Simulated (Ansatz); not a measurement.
# Cl₂H₂HfS₂: a ladder of functionals and wavefunction methods

One table from this session's results is given with a row withheld; the runs are named, their logs left out.

Program: Ansatz 0.2.0, Gaussian basis. Level of theory: functionals in def2-TZVPP, the program's frozen cores in correlated methods. These are calculated values, not measurements.

Plan: PBE-D4, r2SCAN-D4, PBE0-D4, B3LYP-D4, ωB97X-V, ωB97M-V, B2PLYP; CCSD(T)/def2-TZVPP; MP2/def2-QZVPP; extrapolation to the limit.

**The relaxed structure**

The geometry comes from an earlier relaxation with PBE0-D4 in a triple-zeta def2 set; it is a stationary point, not always the lowest conformer. Hf takes the def2 core potential; no spin-orbit term is included.

SMILES `[SH][Hf]([SH])([Cl])[Cl]`, 7 atoms, charge 0, spin multiplicity 1.

Atoms are counted from 1 here; the program's logs count them from 0.

Bond lengths: S1–Hf2 2.412 Å, S1–H6 1.350 Å, Hf2–S3 2.418 Å, Hf2–Cl4 2.330 Å, Hf2–Cl5 2.326 Å, S3–H7 1.350 Å. Angles: Hf2–S1–H6 89.5°, S1–Hf2–S3 104.7°, S1–Hf2–Cl4 111.3°, S1–Hf2–Cl5 109.1°, S3–Hf2–Cl4 108.9°, S3–Hf2–Cl5 110.6°, Cl4–Hf2–Cl5 112.0°, Hf2–S3–H7 91.3°.

Geometry (Å):

```xyz
7
charge 0, multiplicity 1
S    -1.1580    1.9943   -0.4711
Hf    0.3849    0.1883   -0.0534
S    -0.7962   -1.8026   -0.7519
Cl    0.8865    0.0100    2.2153
Cl    2.2922    0.5038   -1.3471
H    -1.7973    1.6980    0.6804
H     0.1879   -2.5919   -0.2722
```

Set-up of the first run:

The input, in.yaml:

```yaml
crystal:
  periodic: [false, false, false]
  atoms:
    - {symbol: S, position_ang: [-1.158026, 1.994347, -0.471060]}
    - {symbol: Hf, position_ang: [0.384914, 0.188297, -0.053378]}
    - {symbol: S, position_ang: [-0.796177, -1.802586, -0.751948]}
    - {symbol: Cl, position_ang: [0.886489, 0.009994, 2.215287]}
    - {symbol: Cl, position_ang: [2.292184, 0.503847, -1.347083]}
    - {symbol: H, position_ang: [-1.797332, 1.698035, 0.680397]}
    - {symbol: H, position_ang: [0.187948, -2.591935, -0.272194]}
basis:
  gaussian: {orbitals: def2-TZVPP}
hamiltonian: {xc: pbe, dispersion: d4}
output: {forces: true, orbitals: {seedname: orbitals}}
```

The run is started by

```bash
$ ansatz run in.yaml --threads 4 --pin off --events-out ev --progress --plain --max-ram 10444MiB
```

Among the steps run: PBE-D4 (GGA); r2SCAN-D4 (meta-GGA); PBE0-D4 (hybrid); B3LYP-D4 (hybrid); ωB97X-V (range-separated); ωB97M-V (range-separated); B2PLYP (double hybrid).

One table of the session follows, with a row left open; its other results are not shown here.

It belongs to the step «Frontier levels by functional». 

| functional | HOMO (eV) | LUMO (eV) | gap (eV) |
| --- | --- | --- | --- |
| PBE-D4 | -6.87 | -2.95 | 3.91 |
| r2SCAN-D4 | -7.19 | -2.80 | 4.39 |
| PBE0-D4 | -8.09 | -2.15 | 5.94 |
| B3LYP-D4 | -7.81 | -2.32 | 5.49 |
| ωB97X-V | -10.42 | -0.01 | 10.41 |
| ωB97M-V | ? | ? | ? |

Estimate the missing values for ωB97M-V.

**Answer.** HOMO (eV): -10.24; LUMO (eV): -0.08; gap (eV): 10.16. In the column «HOMO (eV)» it lies between ωB97X-V (-10.42) and PBE0-D4 (-8.09).
